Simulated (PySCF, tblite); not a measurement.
# C6H8P2: geometry, infrared bands and NMR shifts

What infrared bands and NMR shifts should C6H8P2 (`Cc1ccpc(C)p1`) show?

Programs: tblite 0.8.0 and PySCF 2.14.0, with density-fitted response routines of our own. Each step states its level of theory. These are calculated values for one molecule in the gas phase, unless marked as measured. Atoms are numbered from 0 throughout.

### 1 Starting geometry

16 atoms, charge 0, multiplicity 1; geometry from: force field or distance geometry start.

Bonds of the start (Å): C0–C1 1.50, C1–C2 1.41, C2–C3 1.41, C3–P4 1.83, P4–C5 1.84, C5–C6 1.50, C5–P7 1.83, P7–C1 1.86, C0–H8 1.10, C0–H9 1.11, C0–H10 1.09, C2–H11 1.11, C3–H12 1.08, C6–H13 1.10, C6–H14 1.10, C6–H15 1.08.

### 2 Relaxing the molecule with GFN2-xTB

Job settings and geometry (Å):

```
{"job": {"kind": "relax", "xc": "GFN2-xTB", "basis": "xTB"}, "charge": 0, "multiplicity": 1}
C     -2.227200    -1.440100     0.198500
C     -1.110100    -0.509200    -0.169000
C     -1.334100     0.879200    -0.210600
C     -0.475400     1.946300    -0.555000
P      1.264400     1.739600    -1.074700
C      1.586200     0.137800    -0.235700
C      2.898400    -0.105400     0.440000
P      0.503200    -1.265600    -0.691200
H     -2.952600    -1.483900    -0.621500
H     -2.750200    -1.079300     1.103900
H     -1.889200    -2.455700     0.404200
H     -2.361200     1.196500     0.059800
H     -0.867900     2.956000    -0.538600
H      2.813100    -0.908400     1.184300
H      3.239300     0.797100     0.970800
H      3.655800    -0.396100    -0.276600
```

On the command line:

```console
> OMP_NUM_THREADS=1 python probes_run.py task.json out
```

One launch serves the whole session: the jobs run in the order shown.

**Question.** This job is followed by: GFN2-xTB harmonic vibrations, gas phase; GIAO PBE0/pcSseg-1 NMR shielding, non-relativistic, gas phase. What will the session give for the following? strongest single infrared mode (GFN2-xTB); zero-point energy (GFN2-xTB); 13C shifts against TMS (PBE0/pcSseg-1); 1H shifts against TMS (PBE0/pcSseg-1, means over atoms taken as alike); 31P shifts against H3PO4 (PBE0/pcSseg-1); surface potential, 1st and 99th percentile.

**Answer**, as computed:

| quantity | value |
| --- | --- |
| strongest single infrared mode (GFN2-xTB) | 3010 cm⁻¹, 61 km/mol |
| zero-point energy (GFN2-xTB) | 75.4 kcal/mol |
| 13C shifts against TMS (PBE0/pcSseg-1) | 220.5, 178.9, 163.4, 137.6, 31.1, 29.2 ppm |
| 1H shifts against TMS (PBE0/pcSseg-1, means over atoms taken as alike) | 9.30, 8.26, 3.36, 3.00 ppm |
| 31P shifts against H3PO4 (PBE0/pcSseg-1) | 257.3, 245.0 ppm |
| surface potential, 1st and 99th percentile | -0.73 V and 0.93 V |

Over 59 steps the energy fell by 1.508 eV; of the close pairs, C1–P7 changed most, 1.857 to 1.746 Å. No mode is imaginary among the 42: a minimum at this level. Unscaled tight-binding wavenumbers are off by several per cent, some by more. Its intensities can rank the bands wrongly. At PBE0/pcSseg-1: Shielding is most anisotropic at P4 (span 733 ppm, paramagnetic term -896 ppm). NICS(1)zz of -24 ppm above the planar ring from C1 marks a diatropic (aromatic) ring current. At PBE0/pcSseg-1, counted by nearest atom on the grid, the HOMO lies on P4 29 %; C1 24 %, the LUMO on P4, P7 about 23 % each; C1, C3 about 19 % each.
